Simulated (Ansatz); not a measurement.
# C2H6B2O: a ladder of functionals and wavefunction methods

Aim: compute C2H6B2O with functionals from several rungs and with coupled cluster, and see how far each lands from CCSD(T) at the basis-set limit for the atomisation energy.

Method: functionals in def2-TZVPP, the program's frozen cores in correlated methods; program: Ansatz 0.2.0, Gaussian basis.

Plan: LDA (SPW92), PBE-D4, revPBE-D4, BLYP-D4, r2SCAN-D4, B97M-V, PBE0-D4, B3LYP-D4, r2SCANh-D4, r2SCAN0-D4, HSE06-D4, BHLYP-D4, CAM-B3LYP-D4, LC-ωPBE, ωB97X-V, ωB97M-V, B2PLYP, PBE-QIDH; CCSD(T)/def2-SVP; CCSD(T)/def2-TZVPP; MP2/def2-QZVPP; extrapolation to the limit; RPA on PBE.

## 1. The geometry

The geometry comes from an earlier relaxation with PBE0-D4 in a triple-zeta def2 set; it is a stationary point, not always the lowest conformer.

11 atoms, charge 0, spin multiplicity 1.

Atoms are counted from 1 here; the program's logs count them from 0.

Bond lengths: C1–C2 1.511 Å, C1–H6 1.093 Å, C1–H7 1.093 Å, C1–H8 1.092 Å, C2–B3 1.575 Å, C2–B5 1.574 Å, C2–H9 1.100 Å, B3–O4 1.393 Å, B3–H10 1.194 Å, O4–B5 1.394 Å, B5–H11 1.194 Å. Angles: C2–C1–H6 111.7°, C2–C1–H7 111.7°, C2–C1–H8 111.4°, H6–C1–H7 107.5°, H6–C1–H8 107.2°, H7–C1–H8 107.2°, C1–C2–B3 127.8°, C1–C2–B5 127.8°, C1–C2–H9 112.9°, B3–C2–B5 72.6°, B3–C2–H9 104.0°, B5–C2–H9 104.0°, C2–B3–O4 98.3°, C2–B3–H10 137.6°, O4–B3–H10 123.2°, B3–O4–B5 84.0°, C2–B5–O4 98.3°, C2–B5–H11 137.6° and more.

## 2. LDA

This LDA is Slater exchange with PW92 correlation.

File in.yaml:

```yaml
crystal:
  periodic: [false, false, false]
  atoms:
    - {symbol: C, position_ang: [-1.189726, 0.379576, 0.763424]}
    - {symbol: C, position_ang: [0.145045, -0.187692, 0.341255]}
    - {symbol: B, position_ang: [1.305332, 0.545012, -0.430781]}
    - {symbol: O, position_ang: [1.736064, -0.526811, -1.210113]}
    - {symbol: B, position_ang: [0.469500, -1.041852, -0.940867]}
    - {symbol: H, position_ang: [-1.082786, 1.100596, 1.577837]}
    - {symbol: H, position_ang: [-1.871226, -0.403333, 1.105675]}
    - {symbol: H, position_ang: [-1.682568, 0.897306, -0.062768]}
    - {symbol: H, position_ang: [0.660815, -0.719769, 1.153685]}
    - {symbol: H, position_ang: [1.690868, 1.664622, -0.586833]}
    - {symbol: H, position_ang: [-0.115918, -1.764856, -1.689916]}
basis:
  gaussian: {orbitals: def2-TZVPP}
hamiltonian: {xc: lda}
output: {orbitals: {seedname: orbitals}}
```

Command:

```sh
$ ansatz run in.yaml --threads 2 --pin off --events-out ev --progress --plain --max-ram 4352MiB
```

The runs that follow: PBE-D4 (GGA); revPBE-D4 (GGA); BLYP-D4 (GGA); r2SCAN-D4 (meta-GGA); B97M-V (meta-GGA); B3LYP-D4 (hybrid); r2SCANh-D4 (hybrid); r2SCAN0-D4 (hybrid); HSE06-D4 (hybrid); BHLYP-D4 (hybrid); CAM-B3LYP-D4 (range-separated); LC-ωPBE (range-separated); ωB97X-V (range-separated); ωB97M-V (range-separated); B2PLYP (double hybrid); PBE-QIDH (double hybrid); CCSD(T) in def2-SVP; CCSD(T) in def2-TZVPP; MP2 in def2-QZVPP; RPA on PBE orbitals.

**Question.** What will the summary of the whole plan be? Wanted: atomisation energy, CCSD(T)/CBS; farthest beyond LDA; mean size of error, GGA; mean size of error, meta-GGA; mean size of error, hybrid; mean size of error, range-separated; mean size of error, double hybrid; gap, smallest and largest; T1 diagnostic.

As calculated:

| quantity | value |
| --- | --- |
| atomisation energy, CCSD(T)/CBS | 47.188 eV |
| functionals within 0.236 eV (0.5 %) | revPBE-D4, BLYP-D4, r2SCAN0-D4, B2PLYP |
| farthest beyond LDA | PBE-D4 (+1.322 eV) |
| mean size of error, GGA | 0.508 eV |
| mean size of error, meta-GGA | 0.546 eV |
| mean size of error, hybrid | 0.470 eV |
| mean size of error, range-separated | 0.445 eV |
| mean size of error, double hybrid | 0.216 eV |
| gap, smallest and largest | 4.63 eV (LDA (SPW92)), 12.15 eV (LC-ωPBE) |
| T1 diagnostic | 0.0137 |
| triples share of the correlation energy | 4.0 % |

What this shows: LDA overbinds by 6.880 eV (15 %). PBE-D4 misses by +1.322 eV. Double hybrids carry the basis error of their MP2 part in triple zeta, and no dispersion term here, so their miss is partly the set-up's. By mean error the best rung here is double hybrid (0.216 eV) and the worst beyond LDA is meta-GGA (0.546 eV). The reference freezes the cores and leaves out relativity and excitations past (T), so misses under about 0.236 eV can't be ranked. Hartree-Fock recovers 77 % of the binding; the rest is correlation. CCSD(T) in def2-SVP is off by -1.619 eV, which most functionals beat. The gap grows from 4.6 to 12.2 eV across the functionals, mostly with the share of exact exchange.
